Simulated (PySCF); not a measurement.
# C3H5O2Si: the cost of one run

Programs: PySCF 2.14.0, with routines of our own; each step states its level. All values are computed. Atoms count from 0.

## 1. The starting structure

11 atoms, charge -1, multiplicity 1; geometry from: GFN2-xTB.

## 2. Optimising the geometry at PBE0-D3(BJ)/def2-TZVP

Job settings and geometry (Å):

```
{"job": {"xc": "PBE0", "basis": "def2-TZVP", "d3": "d3bj", "grid": 2, "kind": "geom"}, "charge": -1, "multiplicity": 1}
O      0.949993    -2.151694     0.255662
C      1.239154    -0.976079     0.001420
C      0.330934     0.095248    -0.065938
Si    -1.440489    -0.323815     0.258657
C      0.776295     1.395133    -0.364612
O      1.925057     1.783817    -0.595565
H      2.302072    -0.714199    -0.195663
H     -1.710570    -0.863747     1.604726
H     -2.030984    -1.285826    -0.691018
H     -2.288014     0.886621     0.154197
H     -0.048025     2.157211    -0.387831
```

Launch:

```console
$ OMP_NUM_THREADS=1 python excited_run.py task.json out
```

This one command runs all jobs of the session in turn.

**Question.** How long does this first job take on 1 thread of Intel Xeon Platinum 8175M at 2.50GHz, shared host, and how much memory does it need?

About 1.8 min, with a peak of 0.9 GiB.
